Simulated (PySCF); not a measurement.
# The bond of SrSe+, level by level

One job finds the state of SrSe+, follows it along the bond with each method and fits the curves.

Computed with PySCF 2.14.0. Level: Sr def2-SVP with ECP28, Se def2-SVP, scalar-relativistic core potentials.

### Step 1. The job

The job is set up so:

```json
{
 "atoms": "Sr, Se",
 "charge": "1",
 "basis": "Sr def2-SVP with ECP28, Se def2-SVP",
 "Hamiltonian": "scalar-relativistic core potentials",
 "basis functions": "55",
 "electrons treated": "43",
 "masses in u": "87.9056, 79.9165",
 "levels": "PBE0, PBE, r²SCAN, MN15, M06-2X, TPSSh, HSE06, HF, MP2, SCS-MP2, CCSD, CCSD(T)",
 "grid": "80 radial by 434 angular points",
 "occupations": "held fixed by the projection of orbital angular momentum",
 "dissociation limit": "Sr+ + Se, each in its ground configuration",
 "starting distance in angstrom": "2.925",
 "values of 2S to try": "1, 3"
}
```

Run with:

```bash
$ OMP_NUM_THREADS=1 python dia.py task.json out
```

After the search, every level is run at each distance in turn; below they are sorted by level.

### Step 2. Search for the lowest state

Unrestricted PBE0 solutions at 2.925 Å, counted from the lowest. The search isn't exhaustive.

| 2Ms+1 | unpaired | term | E (eV) | ⟨S²⟩ | ⟨Lz²⟩ | μ (D) |
| --- | --- | --- | --- | --- | --- | --- |
| 2 | π ↑ | ²Π | 0.00 | 0.76 | 1.01 | -12.09 |
| 2 | σ ↑ | ²Σ⁺ | 0.84 | 0.75 | 0.00 | -12.55 |
| 4 | σ ↑, π ↑↑ | ⁴Σ⁻ | 2.10 | 3.75 | 0.00 | -3.28 |
| 2 | σ ↓, π ↑↑ | not assigned | 2.13 | 1.75 | 0.00 | -3.22 |
| 2 | σ ↑, π ↑↓ | not assigned | 2.53 | 1.76 | 2.01 | -3.24 |
| 4 | σ ↑↑, π ↑ | ⁴Π | 2.73 | 3.75 | 1.01 | -3.56 |

6 of 11 solutions are listed, lowest first.

A term symbol stands only where ⟨S²⟩ and ⟨Lz²⟩ are near those of a pure state. A positive dipole points from Sr to Se; in an ion it is taken about the centre of mass and does not tell which atom is negative.

Followed over a short scan are these candidates:

| 2Ms+1 | unpaired | R at minimum (Å) | energy at minimum (eV) |
| --- | --- | --- | --- |
| 2 | π ↑ | 2.76 | 0.00 |
| 2 | σ ↑ | 2.62 | 0.63 |
| 4 | σ ↑, π ↑↑ | not bracketed | ≤ 2.00 |

The search made 11 SCF attempts at the starting distance; with the short scans it took 9 s of wall time (1 thread of Oxide Virtual Turin-like (Zen 5), shared host).

### Step 3. The PBE0 curve of the state that the search chose

State followed: ²Π (doublet), unpaired electrons π ↑. The scan is laid around 2.764 Å.

The SCF at the reference distance, 2.764 Å, printed:

```text
******** <class 'pyscf.dft.uks_symm.SymAdaptedUKS'> ********
method = SymAdaptedUKS
initial guess = minao
damping factor = 0
level_shift factor = 0
DIIS = <class 'pyscf.scf.diis.CDIIS'>
diis_start_cycle = 1
diis_space = 10
diis_damp = 0
SCF conv_tol = 1e-09
SCF conv_tol_grad = None
SCF max_cycles = 60
direct_scf = False
max_memory 909 MB (current use 297 MB)
number electrons alpha = 22  beta = 21
XC library pyscf.dft.libxc version 7.0.0
    S. Lehtola, C. Steigemann, M. J.T. Oliveira, and M. A.L. Marques.,  SoftwareX 7, 1–5 (2018)
XC functionals = PBE0
    C. Adamo and V. Barone.,  J. Chem. Phys. 110, 6158 (1999)
    M. Ernzerhof and G. E. Scuseria.,  J. Chem. Phys. 110, 5029 (1999)
small_rho_cutoff = 0
Overwritten attributes  get_j get_hcore get_k get_jk get_occ  of <class 'pyscf.dft.uks_symm.SymAdaptedUKS'>
<class 'pyscf.dft.uks_symm.SymAdaptedUKS'> does not have attributes  refdm
Set gradient conv threshold to 3.16228e-05
init E= -2431.45496663757
cycle= 1 E= -2431.46564172911  delta_E= -0.0107  |g|= 0.00849  |ddm|= 0.0491
cycle= 2 E= -2431.46563279028  delta_E= 8.94e-06  |g|= 0.0103  |ddm|= 0.0432
cycle= 3 E= -2431.46571311283  delta_E= -8.03e-05  |g|= 0.00178  |ddm|= 0.022
cycle= 4 E= -2431.46571435635  delta_E= -1.24e-06  |g|= 0.000147  |ddm|= 0.0021
cycle= 5 E= -2431.46571440989  delta_E= -5.35e-08  |g|= 5.91e-05  |ddm|= 0.000736
cycle= 6 E= -2431.46571441544  delta_E= -5.55e-09  |g|= 1.88e-05  |ddm|= 0.000261
cycle= 7 E= -2431.46571441656  delta_E= -1.12e-09  |g|= 4.87e-06  |ddm|= 0.000123
cycle= 8 E= -2431.46571441667  delta_E= -1.08e-10  |g|= 1.43e-06  |ddm|= 4.36e-05
Extra cycle  E= -2431.46571441668  delta_E= -6.37e-12  |g|= 8.33e-07  |ddm|= 8.41e-06
converged SCF energy = -2431.46571441668  <S^2> = 0.75392934  2S+1 = 2.0039255
```

Points of the scan, energies from the lowest:

| R (Å) | E (eV) | μ (D) | Mulliken charge of Sr (e) | Mayer bond order | ⟨S²⟩ | HOMO (eV) | LUMO (eV) |
| --- | --- | --- | --- | --- | --- | --- | --- |
| 2.3770 | 0.9436 | -8.91 | 0.99 | 1.60 | 0.75 | -11.26 | -8.97 |
| 2.4876 | 0.4152 | -9.63 | 1.04 | 1.53 | 0.75 | -10.93 | -8.66 |
| 2.5982 | 0.1269 | -10.31 | 1.09 | 1.46 | 0.75 | -10.63 | -8.37 |
| 2.6811 | 0.0264 | -10.79 | 1.12 | 1.42 | 0.75 | -10.43 | -8.17 |
| 2.7640 | 0.0000 | -11.25 | 1.14 | 1.39 | 0.75 | -10.23 | -7.98 |
| 2.8469 | 0.0303 | -11.70 | 1.16 | 1.35 | 0.75 | -10.06 | -7.81 |
| 2.9575 | 0.1356 | -12.25 | 1.18 | 1.31 | 0.76 | -9.84 | -7.59 |
| 3.0957 | 0.3372 | -12.87 | 1.20 | 1.27 | 0.76 | -9.60 | -7.36 |
| 3.2615 | 0.6370 | -13.52 | 1.21 | 1.23 | 0.76 | -9.36 | -7.26 |
| 3.4826 | 1.0711 | -14.14 | 1.21 | 1.17 | 0.79 | -9.13 | -7.41 |

The fit gives Re = 2.757 Å, ωe = 233.5 cm⁻¹, ωexe = 0.445 cm⁻¹, αe = 0.000145 cm⁻¹, Be = 0.05296 cm⁻¹, De = 2.54 eV, μ = -11.22 D.

Orbitals nearest the gap at 2.764 Å:

| spin | orbital | ε (eV) | filled | made of |
| --- | --- | --- | --- | --- |
| β | π | -30.85 | yes | Sr p 100 % |
| α | σ | -30.71 | yes | Sr p 98 % |
| β | σ | -30.70 | yes | Sr p 99 % |
| α | σ | -21.83 | yes | Se s 96 % |
| β | σ | -20.65 | yes | Se s 94 % |
| α | π | -11.72 | yes | Se p 92 % |
| α | σ | -11.29 | yes | Se p 76 %, Sr s 11 %, Sr d 9 % |
| β | σ | -10.92 | yes | Se p 73 %, Sr s 12 %, Sr d 10 % |
| α | π | -10.61 | yes | Se p 88 %, Sr d 9 % |
| β | π | -10.23 | yes | Se p 86 %, Sr d 11 % |
| β | π | -7.98 | no | Se p 78 %, Sr d 17 % |
| α | σ | -6.86 | no | Sr s 81 %, Sr d 9 % |
| β | σ | -6.84 | no | Sr s 79 %, Sr d 9 %, Sr p 8 % |
| α | δ | -5.42 | no | Sr d 98 % |

Polarisability there: 84.1 bohr³ along the bond, 33.0 across it. Without diffuse functions these come out too small, above all across the bond.

### Step 4. Orbitals, density and potential

Orbitals, density, ELF and potential are computed afterwards from the orbital file.

Frontier orbitals at PBE0 (alpha spin), with the share of their density that lies nearest to each atom:

| orbital | energy (eV) | lies on |
| --- | --- | --- |
| HOMO-1 | -11.29 | Se2 85 %; Sr1 15 % |
| HOMO | -10.61 | Se2 93 %; Sr1 7 % |
| LUMO | -6.86 | Sr1 93 %; Se2 7 % |

ELF in a plane through or near 2 of the atoms.

Values, 10 rows by 14 columns:
```
0.00 0.00 0.00 0.00 0.00 0.01 0.13 0.22 0.17 0.16 0.11 0.03 0.00 0.00
0.00 0.00 0.01 0.00 0.00 0.01 0.27 0.73 0.61 0.59 0.56 0.39 0.09 0.00
0.00 0.04 0.03 0.04 0.09 0.03 0.14 0.77 0.77 0.79 0.75 0.59 0.30 0.02
0.02 0.09 0.11 0.49 0.81 0.71 0.14 0.73 0.86 0.76 0.86 0.81 0.47 0.11
0.05 0.14 0.30 0.84 0.66 0.79 0.46 0.65 0.38 0.59 0.29 0.88 0.59 0.19
0.06 0.14 0.36 0.87 0.16 0.47 0.54 0.62 0.28 0.47 0.34 0.87 0.61 0.20
0.04 0.12 0.20 0.74 0.89 0.88 0.29 0.69 0.69 0.30 0.61 0.87 0.54 0.16
0.01 0.07 0.05 0.19 0.47 0.27 0.10 0.76 0.85 0.87 0.86 0.70 0.40 0.06
0.00 0.02 0.02 0.01 0.03 0.01 0.18 0.77 0.72 0.72 0.69 0.53 0.23 0.01
0.00 0.00 0.00 0.00 0.00 0.01 0.28 0.55 0.42 0.40 0.35 0.17 0.02 0.00
```
The map spans 8.0 Å across and 5.2 Å up, centred on the molecule. Atoms in the plane (x, y in Å): Sr1 (-1.4, 0.0), Se2 (1.4, 0.0).

On the surface of density 0.002 e/bohr³ the electrostatic potential runs, from the 1st to the 99th percentile, from 2.11 V near Se2 to 11.33 V near Sr1.

The spin density lies nearest to Se2 95 %.

Core electrons inside the core potentials are missing from the density.

### Step 5. Excited determinants

State 2: ²Σ⁺ (doublet), unpaired electrons σ ↑, an excited solution.

Log of the SCF at 2.764 Å:

```text
******** <class 'pyscf.dft.uks_symm.SymAdaptedUKS'> ********
method = SymAdaptedUKS
initial guess = minao
damping factor = 0
level_shift factor = 0
DIIS = <class 'pyscf.scf.diis.CDIIS'>
diis_start_cycle = 1
diis_space = 10
diis_damp = 0
SCF conv_tol = 1e-09
SCF conv_tol_grad = None
SCF max_cycles = 60
direct_scf = False
max_memory 909 MB (current use 350 MB)
number electrons alpha = 22  beta = 21
XC library pyscf.dft.libxc version 7.0.0
    S. Lehtola, C. Steigemann, M. J.T. Oliveira, and M. A.L. Marques.,  SoftwareX 7, 1–5 (2018)
XC functionals = PBE0
    C. Adamo and V. Barone.,  J. Chem. Phys. 110, 6158 (1999)
    M. Ernzerhof and G. E. Scuseria.,  J. Chem. Phys. 110, 5029 (1999)
small_rho_cutoff = 0
Set gradient conv threshold to 3.16228e-05
init E= -2431.42389961616
cycle= 1 E= -2431.43951802725  delta_E= -0.0156  |g|= 0.0127  |ddm|= 0.0472
cycle= 2 E= -2431.43936104491  delta_E= 0.000157  |g|= 0.0201  |ddm|= 0.0602
cycle= 3 E= -2431.43968255686  delta_E= -0.000322  |g|= 0.00204  |ddm|= 0.0335
cycle= 4 E= -2431.43968493366  delta_E= -2.38e-06  |g|= 0.000253  |ddm|= 0.00251
cycle= 5 E= -2431.43968501676  delta_E= -8.31e-08  |g|= 0.000138  |ddm|= 0.000692
cycle= 6 E= -2431.43968504271  delta_E= -2.6e-08  |g|= 2.75e-05  |ddm|= 0.000355
cycle= 7 E= -2431.43968504678  delta_E= -4.07e-09  |g|= 8.36e-06  |ddm|= 0.000183
cycle= 8 E= -2431.43968504715  delta_E= -3.76e-10  |g|= 1.91e-06  |ddm|= 6.11e-05
Extra cycle  E= -2431.43968504716  delta_E= -4.09e-12  |g|= 1.8e-06  |ddm|= 9.52e-06
converged SCF energy = -2431.43968504716  <S^2> = 0.75263043  2S+1 = 2.0026287
```

Re = 2.619 Å, ωe = 247.6 cm⁻¹, ωexe = 0.469 cm⁻¹, αe = 0.000166 cm⁻¹, Be = 0.05873 cm⁻¹, μ = -10.55 D. Its minimum lies 0.62 eV above that of the lowest state.

State 3: ⁴Σ⁻ (quartet), unpaired electrons σ ↑, π ↑↑, an excited solution.

Log of the SCF at 2.764 Å:

```text
******** <class 'pyscf.dft.uks_symm.SymAdaptedUKS'> ********
method = SymAdaptedUKS
initial guess = minao
damping factor = 0
level_shift factor = 0
DIIS = <class 'pyscf.scf.diis.CDIIS'>
diis_start_cycle = 1
diis_space = 10
diis_damp = 0
SCF conv_tol = 1e-09
SCF conv_tol_grad = None
SCF max_cycles = 60
direct_scf = False
max_memory 909 MB (current use 350 MB)
number electrons alpha = 23  beta = 20
XC library pyscf.dft.libxc version 7.0.0
    S. Lehtola, C. Steigemann, M. J.T. Oliveira, and M. A.L. Marques.,  SoftwareX 7, 1–5 (2018)
XC functionals = PBE0
    C. Adamo and V. Barone.,  J. Chem. Phys. 110, 6158 (1999)
    M. Ernzerhof and G. E. Scuseria.,  J. Chem. Phys. 110, 5029 (1999)
small_rho_cutoff = 0
Set gradient conv threshold to 3.16228e-05
init E= -2431.37091167513
cycle= 1 E= -2431.37358790893  delta_E= -0.00268  |g|= 0.00278  |ddm|= 0.0473
cycle= 2 E= -2431.37359786483  delta_E= -9.96e-06  |g|= 0.00116  |ddm|= 0.0209
cycle= 3 E= -2431.37359968257  delta_E= -1.82e-06  |g|= 0.000364  |ddm|= 0.00429
cycle= 4 E= -2431.37360000083  delta_E= -3.18e-07  |g|= 0.000182  |ddm|= 0.00205
cycle= 5 E= -2431.37360014331  delta_E= -1.42e-07  |g|= 5.14e-05  |ddm|= 0.00182
cycle= 6 E= -2431.37360016297  delta_E= -1.97e-08  |g|= 7.79e-06  |ddm|= 0.000819
cycle= 7 E= -2431.37360016338  delta_E= -4.09e-10  |g|= 1.58e-06  |ddm|= 0.00011
Extra cycle  E= -2431.37360016339  delta_E= -5.91e-12  |g|= 9.26e-07  |ddm|= 9.4e-06
converged SCF energy = -2431.37360016339  <S^2> = 3.7532427  2S+1 = 4.001621
```

Re = 3.392 Å, ωe = 91.3 cm⁻¹, ωexe = 0.497 cm⁻¹, αe = 0.000231 cm⁻¹, Be = 0.03501 cm⁻¹, μ = -4.36 D. Its minimum lies 1.95 eV above that of the lowest state.

Energy (eV) from the lowest point of the lowest state:

| R (Å) | lowest | state 2 | state 3 |
| --- | --- | --- | --- |
| 2.377 | 0.944 | 0.990 | 4.489 |
| 2.488 | 0.415 | 0.718 | 3.657 |
| 2.598 | 0.127 | 0.625 | 3.070 |
| 2.681 | 0.026 | 0.641 | 2.749 |
| 2.764 | 0.000 | 0.708 | 2.507 |
| 2.847 | 0.030 | 0.815 | 2.326 |
| 2.958 | 0.136 | 1.000 | 2.157 |
| 3.096 | 0.337 | 1.274 | 2.033 |
| 3.261 | 0.637 | 1.635 | 1.965 |
| 3.483 | 1.071 | 2.128 | 1.957 |

### Step 6. PBE (GGA)

Log of the SCF at 2.764 Å:

```text
******** <class 'pyscf.dft.uks_symm.SymAdaptedUKS'> ********
method = SymAdaptedUKS
initial guess = minao
damping factor = 0
level_shift factor = 0
DIIS = <class 'pyscf.scf.diis.CDIIS'>
diis_start_cycle = 1
diis_space = 10
diis_damp = 0
SCF conv_tol = 1e-09
SCF conv_tol_grad = None
SCF max_cycles = 60
direct_scf = False
max_memory 909 MB (current use 350 MB)
number electrons alpha = 22  beta = 21
XC library pyscf.dft.libxc version 7.0.0
    S. Lehtola, C. Steigemann, M. J.T. Oliveira, and M. A.L. Marques.,  SoftwareX 7, 1–5 (2018)
XC functionals = PBE
    J. P. Perdew, K. Burke, and M. Ernzerhof.,  Phys. Rev. Lett. 77, 3865 (1996)
    J. P. Perdew, K. Burke, and M. Ernzerhof.,  Phys. Rev. Lett. 78, 1396 (1997)
    J. P. Perdew, K. Burke, and M. Ernzerhof.,  Phys. Rev. Lett. 77, 3865 (1996)
    J. P. Perdew, K. Burke, and M. Ernzerhof.,  Phys. Rev. Lett. 78, 1396 (1997)
small_rho_cutoff = 0
Set gradient conv threshold to 3.16228e-05
init E= -2431.39100546831
cycle= 1 E= -2431.39013965255  delta_E= 0.000866  |g|= 0.0659  |ddm|= 0.226
cycle= 2 E= -2431.38195339674  delta_E= 0.00819  |g|= 0.121  |ddm|= 0.368
cycle= 3 E= -2431.39259991036  delta_E= -0.0106  |g|= 0.00798  |ddm|= 0.268
cycle= 4 E= -2431.39266188006  delta_E= -6.2e-05  |g|= 0.00163  |ddm|= 0.023
cycle= 5 E= -2431.39266499886  delta_E= -3.12e-06  |g|= 0.000366  |ddm|= 0.00572
cycle= 6 E= -2431.39266516506  delta_E= -1.66e-07  |g|= 5.64e-05  |ddm|= 0.000992
cycle= 7 E= -2431.39266516759  delta_E= -2.53e-09  |g|= 1.47e-05  |ddm|= 9.45e-05
cycle= 8 E= -2431.39266516782  delta_E= -2.27e-10  |g|= 1.3e-06  |ddm|= 4.15e-05
Extra cycle  E= -2431.39266516782  delta_E= -1.36e-12  |g|= 2.72e-06  |ddm|= 9.64e-06
converged SCF energy = -2431.39266516782  <S^2> = 0.75347891  2S+1 = 2.0034759
```

Re = 2.765 Å, ωe = 226.9 cm⁻¹, ωexe = 0.473 cm⁻¹, αe = 0.000153 cm⁻¹, Be = 0.05266 cm⁻¹, De = 2.68 eV, μ = -10.40 D. 10 s of CPU time for 12 points, integrals apart.

### Step 7. r²SCAN (meta-GGA)

Output of the SCF at 2.764 Å:

```text
******** <class 'pyscf.dft.uks_symm.SymAdaptedUKS'> ********
method = SymAdaptedUKS
initial guess = minao
damping factor = 0
level_shift factor = 0
DIIS = <class 'pyscf.scf.diis.CDIIS'>
diis_start_cycle = 1
diis_space = 10
diis_damp = 0
SCF conv_tol = 1e-09
SCF conv_tol_grad = None
SCF max_cycles = 60
direct_scf = False
max_memory 909 MB (current use 350 MB)
number electrons alpha = 22  beta = 21
XC library pyscf.dft.libxc version 7.0.0
    S. Lehtola, C. Steigemann, M. J.T. Oliveira, and M. A.L. Marques.,  SoftwareX 7, 1–5 (2018)
XC functionals = R2SCAN
    J. W. Furness, A. D. Kaplan, J. Ning, J. P. Perdew, and J. Sun.,  J. Phys. Chem. Lett. 11, 8208-8215 (2020)
    J. W. Furness, A. D. Kaplan, J. Ning, J. P. Perdew, and J. Sun.,  J. Phys. Chem. Lett. 11, 9248-9248 (2020)
    J. W. Furness, A. D. Kaplan, J. Ning, J. P. Perdew, and J. Sun.,  J. Phys. Chem. Lett. 11, 8208-8215 (2020)
    J. W. Furness, A. D. Kaplan, J. Ning, J. P. Perdew, and J. Sun.,  J. Phys. Chem. Lett. 11, 9248-9248 (2020)
small_rho_cutoff = 0
Set gradient conv threshold to 3.16228e-05
init E= -2431.76463011131
cycle= 1 E= -2431.76522685397  delta_E= -0.000597  |g|= 0.00745  |ddm|= 0.0784
cycle= 2 E= -2431.76521228816  delta_E= 1.46e-05  |g|= 0.00624  |ddm|= 0.0244
cycle= 3 E= -2431.7652418165  delta_E= -2.95e-05  |g|= 0.0041  |ddm|= 0.0227
cycle= 4 E= -2431.76525382395  delta_E= -1.2e-05  |g|= 0.000216  |ddm|= 0.0077
cycle= 5 E= -2431.76525384545  delta_E= -2.15e-08  |g|= 3.84e-05  |ddm|= 0.000462
cycle= 6 E= -2431.76525384697  delta_E= -1.52e-09  |g|= 1.14e-05  |ddm|= 0.000106
cycle= 7 E= -2431.76525384708  delta_E= -1.17e-10  |g|= 2.42e-06  |ddm|= 3.02e-05
Extra cycle  E= -2431.7652538471  delta_E= -1.68e-11  |g|= 2.72e-06  |ddm|= 1.64e-05
converged SCF energy = -2431.7652538471  <S^2> = 0.7549834  2S+1 = 2.0049772
```

Re = 2.764 Å, ωe = 233.0 cm⁻¹, ωexe = 0.442 cm⁻¹, αe = 0.000144 cm⁻¹, Be = 0.05271 cm⁻¹, De = 2.65 eV, μ = -11.31 D.

### Step 8. MN15

Output of the SCF at 2.764 Å:

```text
******** <class 'pyscf.dft.uks_symm.SymAdaptedUKS'> ********
method = SymAdaptedUKS
initial guess = minao
damping factor = 0
level_shift factor = 0
DIIS = <class 'pyscf.scf.diis.CDIIS'>
diis_start_cycle = 1
diis_space = 10
diis_damp = 0
SCF conv_tol = 1e-09
SCF conv_tol_grad = None
SCF max_cycles = 60
direct_scf = False
max_memory 909 MB (current use 351 MB)
number electrons alpha = 22  beta = 21
XC library pyscf.dft.libxc version 7.0.0
    S. Lehtola, C. Steigemann, M. J.T. Oliveira, and M. A.L. Marques.,  SoftwareX 7, 1–5 (2018)
XC functionals = MN15
    H. S. Yu, X. He, S. L. Li, and D. G. Truhlar.,  Chem. Sci. 7, 5032-5051 (2016)
    H. S. Yu, X. He, S. L. Li, and D. G. Truhlar.,  Chem. Sci. 7, 5032-5051 (2016)
small_rho_cutoff = 0
Set gradient conv threshold to 3.16228e-05
init E= -2432.00152057667
cycle= 1 E= -2432.00691928465  delta_E= -0.0054  |g|= 0.0724  |ddm|= 0.226
cycle= 2 E= -2432.00724932606  delta_E= -0.00033  |g|= 0.0551  |ddm|= 0.0548
cycle= 3 E= -2432.0076387317  delta_E= -0.000389  |g|= 0.00334  |ddm|= 0.0267
cycle= 4 E= -2432.0076463517  delta_E= -7.62e-06  |g|= 0.000944  |ddm|= 0.00871
cycle= 5 E= -2432.00764725123  delta_E= -9e-07  |g|= 0.000159  |ddm|= 0.0024
cycle= 6 E= -2432.00764729581  delta_E= -4.46e-08  |g|= 4.62e-05  |ddm|= 0.000498
cycle= 7 E= -2432.0076473022  delta_E= -6.39e-09  |g|= 9.47e-06  |ddm|= 0.00023
cycle= 8 E= -2432.00764730246  delta_E= -2.59e-10  |g|= 3.03e-06  |ddm|= 4.59e-05
Extra cycle  E= -2432.00764730249  delta_E= -3.68e-11  |g|= 1.53e-06  |ddm|= 1.39e-05
converged SCF energy = -2432.00764730249  <S^2> = 0.75390945  2S+1 = 2.0039056
```

Re = 2.751 Å, ωe = 236.4 cm⁻¹, ωexe = 0.444 cm⁻¹, αe = 0.000144 cm⁻¹, Be = 0.05323 cm⁻¹, De = 2.49 eV, μ = -11.54 D.

### Step 9. M06-2X (hybrid meta-GGA)

Log of the SCF at 2.764 Å:

```text
******** <class 'pyscf.dft.uks_symm.SymAdaptedUKS'> ********
method = SymAdaptedUKS
initial guess = minao
damping factor = 0
level_shift factor = 0
DIIS = <class 'pyscf.scf.diis.CDIIS'>
diis_start_cycle = 1
diis_space = 10
diis_damp = 0
SCF conv_tol = 1e-09
SCF conv_tol_grad = None
SCF max_cycles = 60
direct_scf = False
max_memory 909 MB (current use 351 MB)
number electrons alpha = 22  beta = 21
XC library pyscf.dft.libxc version 7.0.0
    S. Lehtola, C. Steigemann, M. J.T. Oliveira, and M. A.L. Marques.,  SoftwareX 7, 1–5 (2018)
XC functionals = M062X
    Y. Zhao and D. G. Truhlar.,  Theor. Chem. Acc. 120, 215 (2008)
    Y. Zhao and D. G. Truhlar.,  Theor. Chem. Acc. 120, 215 (2008)
small_rho_cutoff = 0
Set gradient conv threshold to 3.16228e-05
init E= -2431.71564738376
cycle= 1 E= -2431.71853930044  delta_E= -0.00289  |g|= 0.0544  |ddm|= 0.149
cycle= 2 E= -2431.71875141164  delta_E= -0.000212  |g|= 0.0355  |ddm|= 0.0476
cycle= 3 E= -2431.71894347453  delta_E= -0.000192  |g|= 0.00308  |ddm|= 0.0253
cycle= 4 E= -2431.71894938372  delta_E= -5.91e-06  |g|= 0.000526  |ddm|= 0.00689
cycle= 5 E= -2431.71894982568  delta_E= -4.42e-07  |g|= 0.000119  |ddm|= 0.0019
cycle= 6 E= -2431.71894985417  delta_E= -2.85e-08  |g|= 3.68e-05  |ddm|= 0.000405
cycle= 7 E= -2431.71894985763  delta_E= -3.46e-09  |g|= 1e-05  |ddm|= 0.000176
cycle= 8 E= -2431.71894985788  delta_E= -2.49e-10  |g|= 2.65e-06  |ddm|= 5.25e-05
Extra cycle  E= -2431.7189498579  delta_E= -1.55e-11  |g|= 1.17e-06  |ddm|= 1.28e-05
converged SCF energy = -2431.7189498579  <S^2> = 0.75391148  2S+1 = 2.0039077
```

Re = 2.770 Å, ωe = 234.2 cm⁻¹, ωexe = 0.396 cm⁻¹, αe = 0.000134 cm⁻¹, Be = 0.05248 cm⁻¹, De = 2.43 eV, μ = -11.73 D.

### Step 10. TPSSh (hybrid meta-GGA)

Output of the SCF at 2.764 Å:

```text
******** <class 'pyscf.dft.uks_symm.SymAdaptedUKS'> ********
method = SymAdaptedUKS
initial guess = minao
damping factor = 0
level_shift factor = 0
DIIS = <class 'pyscf.scf.diis.CDIIS'>
diis_start_cycle = 1
diis_space = 10
diis_damp = 0
SCF conv_tol = 1e-09
SCF conv_tol_grad = None
SCF max_cycles = 60
direct_scf = False
max_memory 909 MB (current use 352 MB)
number electrons alpha = 22  beta = 21
XC library pyscf.dft.libxc version 7.0.0
    S. Lehtola, C. Steigemann, M. J.T. Oliveira, and M. A.L. Marques.,  SoftwareX 7, 1–5 (2018)
XC functionals = TPSSH
    V. N. Staroverov, G. E. Scuseria, J. Tao, and J. P. Perdew.,  J. Chem. Phys. 119, 12129 (2003)
small_rho_cutoff = 0
Set gradient conv threshold to 3.16228e-05
init E= -2431.69056990466
cycle= 1 E= -2431.69080803253  delta_E= -0.000238  |g|= 0.033  |ddm|= 0.0392
cycle= 2 E= -2431.69071332685  delta_E= 9.47e-05  |g|= 0.0329  |ddm|= 0.0493
cycle= 3 E= -2431.69094996056  delta_E= -0.000237  |g|= 0.00507  |ddm|= 0.0425
cycle= 4 E= -2431.69097581273  delta_E= -2.59e-05  |g|= 0.000215  |ddm|= 0.0125
cycle= 5 E= -2431.69097584649  delta_E= -3.38e-08  |g|= 3.76e-05  |ddm|= 0.000462
cycle= 6 E= -2431.69097584756  delta_E= -1.07e-09  |g|= 9.73e-06  |ddm|= 7.21e-05
cycle= 7 E= -2431.69097584767  delta_E= -1.13e-10  |g|= 1.51e-06  |ddm|= 3.4e-05
Extra cycle  E= -2431.69097584767  delta_E= -2.73e-12  |g|= 6.91e-07  |ddm|= 7.53e-06
converged SCF energy = -2431.69097584767  <S^2> = 0.75368667  2S+1 = 2.0036833
```

Re = 2.768 Å, ωe = 230.7 cm⁻¹, ωexe = 0.447 cm⁻¹, αe = 0.000146 cm⁻¹, Be = 0.05255 cm⁻¹, De = 2.72 eV, μ = -11.18 D.

### Step 11. HSE06 (range-separated hybrid)

Log of the SCF at 2.764 Å:

```text
******** <class 'pyscf.dft.uks_symm.SymAdaptedUKS'> ********
method = SymAdaptedUKS
initial guess = minao
damping factor = 0
level_shift factor = 0
DIIS = <class 'pyscf.scf.diis.CDIIS'>
diis_start_cycle = 1
diis_space = 10
diis_damp = 0
SCF conv_tol = 1e-09
SCF conv_tol_grad = None
SCF max_cycles = 60
direct_scf = False
max_memory 909 MB (current use 352 MB)
number electrons alpha = 22  beta = 21
XC library pyscf.dft.libxc version 7.0.0
    S. Lehtola, C. Steigemann, M. J.T. Oliveira, and M. A.L. Marques.,  SoftwareX 7, 1–5 (2018)
XC functionals = HSE06
    J. Heyd, G. E. Scuseria, and M. Ernzerhof.,  J. Chem. Phys. 118, 8207 (2003)
    J. Heyd, G. E. Scuseria, and M. Ernzerhof.,  J. Chem. Phys. 124, 219906 (2006)
    A. V. Krukau, O. A. Vydrov, A. F. Izmaylov, and G. E. Scuseria.,  J. Chem. Phys. 125, 224106 (2006)
small_rho_cutoff = 0
Set gradient conv threshold to 3.16228e-05
init E= -2431.45122567022
cycle= 1 E= -2431.4512505525  delta_E= -2.49e-05  |g|= 0.0104  |ddm|= 0.0219
cycle= 2 E= -2431.45123149917  delta_E= 1.91e-05  |g|= 0.0109  |ddm|= 0.0217
cycle= 3 E= -2431.45126839317  delta_E= -3.69e-05  |g|= 0.00171  |ddm|= 0.0178
cycle= 4 E= -2431.45127157718  delta_E= -3.18e-06  |g|= 7.28e-05  |ddm|= 0.00447
cycle= 5 E= -2431.45127158247  delta_E= -5.29e-09  |g|= 2.2e-05  |ddm|= 0.000201
cycle= 6 E= -2431.45127158294  delta_E= -4.71e-10  |g|= 5.2e-06  |ddm|= 5e-05
Extra cycle  E= -2431.45127158296  delta_E= -1.86e-11  |g|= 5.08e-06  |ddm|= 2.71e-05
converged SCF energy = -2431.45127158296  <S^2> = 0.75369275  2S+1 = 2.0036893
```

Re = 2.760 Å, ωe = 232.8 cm⁻¹, ωexe = 0.451 cm⁻¹, αe = 0.000146 cm⁻¹, Be = 0.05287 cm⁻¹, De = 2.55 eV, μ = -11.16 D.

(Part 1 of 2 ends here.)
